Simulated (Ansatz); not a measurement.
# H₄NSeSi+ (SMILES N[SiH+][SeH]): functionals against CCSD(T) at one geometry

One table from this session's results is given with a row withheld; the runs are named, their logs left out.

Method: single points in def2-TZVPP; program: Ansatz 0.2.0, Gaussian basis.

Correlated methods freeze the cores. Filled d shells of the heavier atoms are correlated.

## The starting structure

SMILES `N[SiH+][SeH]`, 7 atoms, charge 1, spin multiplicity 1.

Atoms are counted from 1 here; the program's logs count them from 0.

Bond lengths: N1–Si2 1.684 Å, N1–H4 1.075 Å, N1–H5 0.827 Å, Si2–Se3 2.139 Å, Si2–H6 1.429 Å, Se3–H7 1.447 Å. Angles: Si2–N1–H4 126.3°, Si2–N1–H5 125.4°, H4–N1–H5 106.9°, N1–Si2–Se3 123.9°, N1–Si2–H6 113.5°, Se3–Si2–H6 122.1°, Si2–Se3–H7 95.1°.

As a file:

```xyz
7

N    -1.1265    0.2595   -0.0505
Si    0.5267    0.5766   -0.0175
Se    2.0276   -0.9338    0.1874
H    -1.5868   -0.7101   -0.1025
H    -1.7178    0.8155   -0.2072
H     0.8380    1.9699    0.0410
H     1.1009   -2.0445    0.1394
```

Set-up of the first run:

Contents of run/in.yaml:

```yaml
crystal:
  periodic: [false, false, false]
  atoms:
    - {symbol: N, position_ang: [-1.126500, 0.259500, -0.050500]}
    - {symbol: Si, position_ang: [0.526700, 0.576600, -0.017500]}
    - {symbol: Se, position_ang: [2.027600, -0.933800, 0.187400]}
    - {symbol: H, position_ang: [-1.586800, -0.710100, -0.102500]}
    - {symbol: H, position_ang: [-1.717800, 0.815500, -0.207200]}
    - {symbol: H, position_ang: [0.838000, 1.969900, 0.041000]}
    - {symbol: H, position_ang: [1.100900, -2.044500, 0.139400]}
basis:
  gaussian: {orbitals: def2-TZVPP}
total_charge: 1
correlation: {method: ccsd_t}
output: {forces: true}
```

The command line of these runs was not kept.

Among the steps run: CCSD(T)/def2-TZVPP; PBE0-D4/def2-TZVPP; wB97M-V/def2-TZVPP; r2SCAN-D4/def2-TZVPP; PBE-D4/def2-TZVPP; wB97X-V/def2-TZVPP; r2SCAN0-D4/def2-TZVPP.

One of the session's tables, all rows but one given; the rest of the session is left out.

| method | RMS force component (eV/Å) | angle to CCSD(T) forces (°) |
| --- | --- | --- |
| CCSD(T) | 5.023 | reference |
| PBE0-D4 | 5.046 | 0.9 |
| wB97M-V | 5.013 | 0.7 |
| r2SCAN-D4 | 5.007 | 0.6 |
| PBE-D4 | 5.052 | 2.0 |
| wB97X-V | ? | ? |
| r2SCAN0-D4 | 5.012 | 1.4 |

Estimate the missing values for wB97X-V.

**Answer.** RMS force component (eV/Å): 5.071; angle to CCSD(T) forces (°): 0.8. In the column «RMS force component (eV/Å)» it is the highest.
